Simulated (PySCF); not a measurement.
**AlGeH4Cl (SMILES [Cl][AlH][GeH3]): B3LYP/def2-SVP**

Aim: a single-point energy of AlGeH4Cl. 

The calculation is run with PySCF 2.14.0.

2 further runs of the same task are left out: 2 set aside as unsound or not needed.

### Step 1. Starting point

AlGeH4Cl has 7 atoms, charge 0, and is taken as a singlet. As SMILES, `[Cl][AlH][GeH3]`. One bond was lengthened or shortened from a relaxed shape.

Bond lengths: Cl1–Al2 2.102 Å, Al2–Ge3 2.838 Å, Al2–H4 1.580 Å, Ge3–H5 1.540 Å, Ge3–H6 1.540 Å, Ge3–H7 1.540 Å. Angles: Cl1–Al2–Ge3 116.8°, Cl1–Al2–H4 116.5°, Ge3–Al2–H4 126.7°, Al2–Ge3–H5 111.0°, Al2–Ge3–H6 111.0°, Al2–Ge3–H7 112.3°, H5–Ge3–H6 107.2°, H5–Ge3–H7 107.6°, H6–Ge3–H7 107.6°.

### Step 2. A single-point energy at B3LYP/def2-SVP

Contents of calc.py:

```python
from pyscf import gto, dft

system = gto.Mole()
system.atom = [
    ('Cl', (-2.638288, -1.868407, -0.091227)),
    ('Al', (-0.564388, -1.655907, 0.180173)),
    ('Ge', (0.501100, 0.959800, -0.093300)),
    ('H', (0.240512, -2.973207, 0.515673)),
    ('H', (0.225700, 1.522500, -1.499900)),
    ('H', (-0.144000, 1.926400, 0.916800)),
    ('H', (2.023700, 0.997300, 0.133100)),
]
system.spin = 0
system.verbose = 3
system.charge = 0
system.max_memory = 1860
system.basis = 'def2-svp'
system.build()

mf = dft.RKS(system)
mf.xc = 'b3lyp'
mf.conv_tol = 1e-10
mf.grids.level = 5
mf.kernel()
if not mf.converged:
    mf = mf.newton().run(mf.mo_coeff, mf.mo_occ)

e_tot = mf.e_tot
print('Final energy', e_tot)
```

Launch:

```bash
$ OMP_NUM_THREADS=1 python calc.py
```

Output:

```text
converged SCF energy = -2781.68319045875
Final energy -2781.683190458752
```

Wall time 20 s (1 thread of Intel Xeon at 2.70GHz, shared host); peak memory 0.46 GiB.

### Step 3. Results

At B3LYP/def2-SVP:

| quantity | value |
| --- | --- |
| total energy | -2781.68319 Eh |
| dipole moment | 0.92 D |
| HOMO energy | -7.09 eV |
| LUMO energy | -2.01 eV |
| HOMO–LUMO gap | 5.08 eV |
